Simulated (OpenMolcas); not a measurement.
# singlet C2H6Ga+: levels of theory compared

Aim: a comparison of 6 runs (HF/STO-3G, M06-L/6-31G*, TPSS/6-31G*, revPBE/6-31G*, B3LYP/6-31G*, CCSD(T)/6-31G*) of singlet C2H6Ga+. 

The calculation is run with OpenMolcas 26.06.

1 further run of the same task is left out (set aside as unsound or not needed).

## (1) The structure to begin with

C2H6Ga+: 9 atoms, total charge +1, spin state singlet. SMILES of the parent species: `C[Ga]C`. The shape is that of a PBE0-D4/def2-TZVP optimisation. That shape belongs to the parent species and isn't relaxed for this state.

Bond lengths: C1–Ga2 1.998 Å, Ga2–C3 1.998 Å, C1–H4 1.095 Å, C1–H5 1.095 Å, C1–H6 1.089 Å, C3–H7 1.089 Å, C3–H8 1.095 Å, C3–H9 1.095 Å. Some angles: C1–Ga2–C3 118.1°, Ga2–C1–H4 108.6°, Ga2–C1–H5 108.9°, Ga2–C1–H6 113.3°, Ga2–C3–H7 113.3°, Ga2–C3–H8 108.8°, Ga2–C3–H9 108.7°, H4–C1–H5 107.9°, H4–C1–H6 109.0°, H5–C1–H6 109.1°.

## (2) The energy at HF/STO-3G (run 1)

run.input

```
>>> EXPORT MOLCAS_PRINT=2

&GATEWAY
 BasLib=$CurrDir
 BasisSet
 C.STO-3G....
 C1 -1.246620 1.163020 0.175280 angstrom
 C3 1.273950 -1.139610 -0.126050 angstrom
 End of Basis
 BasisSet
 Ga.STO-3G....
 Ga2 0.456630 0.385560 0.873010 angstrom
 End of Basis
 BasisSet
 H.STO-3G....
 H4 -2.014290 0.382510 0.177460 angstrom
 H5 -1.092470 1.479700 -0.861100 angstrom
 H6 -1.602690 2.011340 0.758180 angstrom
 H7 2.201980 -1.496820 0.318200 angstrom
 H8 1.469380 -0.822030 -1.155250 angstrom
 H9 0.554120 -1.963680 -0.159730 angstrom
 End of Basis

&SEWARD

&SCF
 Charge=1
 Thresholds=1e-10 1e-07 1e-07 1e-05
 PrOrbitals=1 2
```

The basis set STO-3G is read from a file made from the Basis Set Exchange's data (not shown).

Command:

```sh
$ export MOLCAS_MEM=1860
$ pymolcas run.input > run.log
```

Log:

```text
--- Start Module: gateway ---
[...]
--- Stop Module: gateway /rc=_RC_ALL_IS_WELL_ ---
--- Start Module: seward ---
[...]
      Basis functions           34
--- Stop Module: seward /rc=_RC_ALL_IS_WELL_ ---
--- Start Module: scf ---
[...]
       Convergence after  24 Iterations
[...]
::    Total SCF energy                              -1978.9667987817
[...]
      Total spin, S                                     0.0000000000
[...]
      Total electronic charge=   48.000000
      Total            charge=    1.000000
[...]
      Dipole Moment (debye):
      Origin of the operator (angstrom)=    0.3164    0.2672    0.6046
                   X=  4.8805E-01               Y=  4.1083E-01               Z=  9.4369E-01           Total=  1.1391E+00
      Center of Charge (angstrom)
[...]
--- Stop Module: scf /rc=_RC_ALL_IS_WELL_ ---
[...]
```

It took 1.3 s on 1 thread of Intel Xeon 6975P-C (Granite Rapids), shared host; peak memory 0.37 GiB.

## (3) A single-point energy at M06-L/6-31G(d) (spherical functions) (run 2)

coord.xyz

```xyz
9

C     -1.246620     1.163020     0.175280
Ga     0.456630     0.385560     0.873010
C      1.273950    -1.139610    -0.126050
H     -2.014290     0.382510     0.177460
H     -1.092470     1.479700    -0.861100
H     -1.602690     2.011340     0.758180
H      2.201980    -1.496820     0.318200
H      1.469380    -0.822030    -1.155250
H      0.554120    -1.963680    -0.159730
```

test.inp

```
&GATEWAY
BasLib=$CurrDir
Coord=coord.xyz
Basis=6-31Gs
Group=NoSym
&SEWARD
GridInput
Grid=UltraFine
End of Grid
&SCF
Charge=1
KSDFT=M06L
Thresholds=1e-10 1e-07 1e-07 1e-05
PrOrbitals=1 1
```

The basis set 6-31G* is read from a file made from the Basis Set Exchange's data (not shown).

Command:

```sh
$ export MOLCAS_MEM=1860
$ pymolcas test.inp > test.log
```

Log:

```text
--- Start Module: gateway ---
[...]
--- Stop Module: gateway /rc=_RC_ALL_IS_WELL_ ---
--- Start Module: seward ---
[...]
      Basis functions           72
--- Stop Module: seward /rc=_RC_ALL_IS_WELL_ ---
[...]
--- Start Module: scf ---
[...]
       Convergence after  18 Iterations
[...]
::    Total KS-DFT energy                           -2004.0333253024
[...]
      Total spin, S                                     0.0000000000
[...]
      Total electronic charge=   48.000000
      Total            charge=    1.000000
[...]
      Dipole Moment (debye):
      Origin of the operator (angstrom)=    0.3164    0.2672    0.6046
                   X=  1.1755E-01               Y=  9.7798E-02               Z=  2.3633E-01           Total=  2.8149E-01
      Center of Charge (angstrom)
[...]
--- Stop Module: scf /rc=_RC_ALL_IS_WELL_ ---
[...]
```

It took 21 s on 1 thread of Intel Xeon 6975P-C (Granite Rapids), shared host; peak memory 0.42 GiB.

Run 3 isn't shown in full; the table further down has it.

## (4) A single-point energy at revPBE/6-31G(d) (spherical functions) (run 4)

test.input

```
&GATEWAY
  BASLIB=$CurrDir
  COORD
  9
  angstrom
  C       -1.246620       1.163020       0.175280
  Ga       0.456630       0.385560       0.873010
  C        1.273950      -1.139610      -0.126050
  H       -2.014290       0.382510       0.177460
  H       -1.092470       1.479700      -0.861100
  H       -1.602690       2.011340       0.758180
  H        2.201980      -1.496820       0.318200
  H        1.469380      -0.822030      -1.155250
  H        0.554120      -1.963680      -0.159730
  BASIS=6-31Gs
  GROUP=NoSym

&SEWARD
  GRIDINPUT
  Grid=UltraFine
  End of Grid

&SCF
  CHARGE=1
  KSDFT=revPBE
  THRESHOLDS=1e-10 1e-07 1e-07 1e-05
  PRORBITALS=1 1
```

The basis set 6-31G* is read from a file made from the Basis Set Exchange's data (not shown).

Command:

```sh
$ export MOLCAS_MEM=1860
$ pymolcas test.input > test.log
```

Log:

```text
--- Start Module: gateway ---
[...]
--- Stop Module: gateway /rc=_RC_ALL_IS_WELL_ ---
--- Start Module: seward ---
[...]
      Basis functions           72
--- Stop Module: seward /rc=_RC_ALL_IS_WELL_ ---
[...]
--- Start Module: scf ---
[...]
       Convergence after  20 Iterations
[...]
::    Total KS-DFT energy                           -2003.9447506363
[...]
      Total spin, S                                     0.0000000000
[...]
      Total electronic charge=   48.000000
      Total            charge=    1.000000
[...]
      Dipole Moment (debye):
      Origin of the operator (angstrom)=    0.3164    0.2672    0.6046
                   X=  8.3985E-02               Y=  6.9550E-02               Z=  1.7174E-01           Total=  2.0344E-01
      Center of Charge (angstrom)
[...]
--- Stop Module: scf /rc=_RC_ALL_IS_WELL_ ---
[...]
```

Run time: 17 s. Hardware: 1 thread of Intel Xeon 6975P-C (Granite Rapids), shared host; peak memory 0.42 GiB.

Run 5 isn't shown in full; the table further down has it.

## (5) The energy at CCSD(T)/6-31G(d) (spherical functions) (run 6)

job.input

```
* C2H6Ga CCSD(T)
&GATEWAY
BASLIB
$CurrDir
COORD
9
angstrom
C       -1.246620       1.163020       0.175280
Ga       0.456630       0.385560       0.873010
C        1.273950      -1.139610      -0.126050
H       -2.014290       0.382510       0.177460
H       -1.092470       1.479700      -0.861100
H       -1.602690       2.011340       0.758180
H        2.201980      -1.496820       0.318200
H        1.469380      -0.822030      -1.155250
H        0.554120      -1.963680      -0.159730
BASIS
6-31Gs
GROUP
NoSym
&SEWARD
&SCF
CHARGE
1
THRESHOLDS
1e-10 1e-07 1e-07 1e-05
PRORBITALS
0
&RASSCF
FILEORB
$Project.ScfOrb
SPIN
1
NACTEL
0 0 0
INACTIVE
24
RAS2
0
OUTORBITALS
Canonical
ORBLISTING
Nothing
&MOTRA
JOBIPH
FROZEN
11
&CCSDT
CCT
TRIPLES
2
ITERATIONS
80
ACCURACY
1e-08
EXTRAPOLATION
5 4
```

The basis set 6-31G* is read from a file made from the Basis Set Exchange's data (not shown).

Command:

```sh
$ export MOLCAS_MEM=1860
$ pymolcas job.input > job.log
```

Log:

```text
--- Start Module: gateway ---
[...]
--- Stop Module: gateway /rc=_RC_ALL_IS_WELL_ ---
[...]
      Basis functions           72
[...]
       Convergence after  17 Iterations
[...]
::    Total SCF energy                              -2001.9142260223
[...]
      Total spin, S                                     0.0000000000
[...]
      Number of active orbitals                  0
[...]
      Spin quantum number                      0.0
[...]
      Active orbitals                            0
[...]
      Number of CSFs                             1
[...]
      Number of root(s) required                 1
[...]
      Convergence after  4 iterations
[...]
      Natural orbitals and occupation numbers for root  1
      ************************************************************************************************************************
      *                                                    Final results                                                     *
      ************************************************************************************************************************
[...]
::    RASSCF root number  1 Total energy:  -2001.91422602
[...]
      Total electronic charge=   48.000000
      Total            charge=    1.000000
[...]
      Dipole Moment (debye):
      Origin of the operator (angstrom)=    0.3164    0.2672    0.6046
                   X=  5.6562E-01               Y=  4.7610E-01               Z=  1.0938E+00           Total=  1.3202E+00
      Center of Charge (angstrom)
[...]
--- Start Module: motra ---
[...]
      *** WARNING: Default frozen orbitals is overwritten by user input.
      *** Default values:  16
[...]
--- Stop Module: motra /rc=_RC_ALL_IS_WELL_ ---
--- Start Module: ccsdt ---
[...]
      Convergence after                    15  Iterations
      Total energy (diff) :   -2002.42159648       0.00000001
[...]
 METHOD                       : CCSD+T(CCSD)+<T3(1)WT1> = CCSD(T)
[...]
       CCSD     =     -2002.4215964772493
[...]
--- Stop Module: ccsdt /rc=_RC_ALL_IS_WELL_ ---
[...]
```

It took 18 s on 1 thread of Intel Xeon 6975P-C (Granite Rapids), shared host; peak memory 0.42 GiB.

## (6) Overview of the runs

| run | level | integration grid | Cartesian functions | energy (Eh) | HOMO energy (eV) | LUMO energy (eV) | HOMO–LUMO gap (eV) | wall time |
| --- | --- | --- | --- | --- | --- | --- | --- | --- |
| 1 | HF/STO-3G | – | no | -1978.966799 | -15.84 | -4.04 | 11.80 | 1.3 s |
| 2 | M06-L/6-31G* (spherical functions) | UltraFine | no | -2004.033325 | -12.70 | -9.84 | 2.86 | 21 s |
| 3 | TPSS/6-31G* (spherical functions) | UltraFine | no | -2004.114480 | -12.54 | -9.67 | 2.87 | 22 s |
| 4 | revPBE/6-31G* (spherical functions) | UltraFine | no | -2003.944751 | -12.45 | -9.71 | 2.74 | 17 s |
| 5 | B3LYP/6-31G* (Cartesian functions) | UltraFine | yes | -2004.163140 | -13.34 | -9.26 | 4.09 | 16 s |
| 6 | CCSD(T)/6-31G* (spherical functions) | – | no | -2002.435224 | -16.05 | -5.90 | 10.15 | 18 s |

## (7) Results

```
                                           quantity           value
                                run 6: total energy  -2002.43522 Eh
         run 6: HOMO energy (Hartree–Fock orbitals)       -16.05 eV
         run 6: LUMO energy (Hartree–Fock orbitals)        -5.90 eV
       run 6: HOMO–LUMO gap (Hartree–Fock orbitals)        10.15 eV
run 6: correlation energy (11 core orbitals frozen)      -521.0 mEh
                              run 6: (T) correction      -13.63 mEh
```

What this shows: Over runs 1, 2, 3, 4, 5 the HOMO–LUMO gap runs from 2.74 eV (revPBE/6-31G*) to 11.80 eV (HF/STO-3G). The two ends differ in method and basis. Totals of different functionals can't be ranked against each other. In run 1 the basis is minimal, so the values are rough. All runs together took 95 s, the longest 22 s.
